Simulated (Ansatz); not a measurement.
# BClH4N2: the cost of one run

Program: Ansatz 0.2.0. Level of theory: RKS PBE0/def2-SVP. These are calculated values, not measurements.

## (1) The structure to begin with

Bond lengths: B1–N2 1.550 Å, N2–H3 1.060 Å, N2–H4 1.060 Å, B1–Cl5 1.860 Å, B1–N6 1.550 Å, N6–H7 1.060 Å, N6–H8 1.060 Å. Angles: B1–N2–H3 120.0°, B1–N2–H4 120.0°, H3–N2–H4 120.0°, N2–B1–Cl5 120.0°, N2–B1–N6 120.0°, Cl5–B1–N6 120.0°, B1–N6–H7 120.0°, B1–N6–H8 120.0°, H7–N6–H8 120.0°.

Coordinates:

```xyz
8

B     0.0000    0.0000    0.0000
N     0.0000    0.0000    1.5500
H    -0.8770   -0.2713    2.0800
H     0.8770    0.2713    2.0800
Cl    1.6108    0.0000   -0.9300
N    -1.3423    0.0000   -0.7750
H    -2.0112   -0.8164   -0.6764
H    -1.5914    0.8164   -1.4036
```

## (2) Relaxing the start

File input.yaml:

```yaml
crystal:
  periodic: [false, false, false]
  atoms:
    - { symbol: B, position_ang: [0.0, 0.0, 0.0] }
    - { symbol: "N", position_ang: [0.0, 0.0, 1.55] }
    - { symbol: H, position_ang: [-0.877, -0.2713, 2.08] }
    - { symbol: H, position_ang: [0.877, 0.2713, 2.08] }
    - { symbol: Cl, position_ang: [1.6108, 0.0, -0.93] }
    - { symbol: "N", position_ang: [-1.3423, 0.0, -0.775] }
    - { symbol: H, position_ang: [-2.0112, -0.8164, -0.6764] }
    - { symbol: H, position_ang: [-1.5914, 0.8164, -1.4036] }
basis:
  gaussian: { orbitals: def2-SVP }
hamiltonian:
  xc: pbe0
relax:
  f_tol: 0.02
  max_steps: 40
```

The run is started by

```bash
> ansatz run input.yaml --threads 1 --pin off --max-ram 2048MiB --backend cpu --events-out ev --progress --plain --runs-dir out
```

What time and memory should one allow on 1 thread of Intel Xeon 6975P-C (Granite Rapids), shared host?

About 17 s, with a peak of 0.17 GiB.
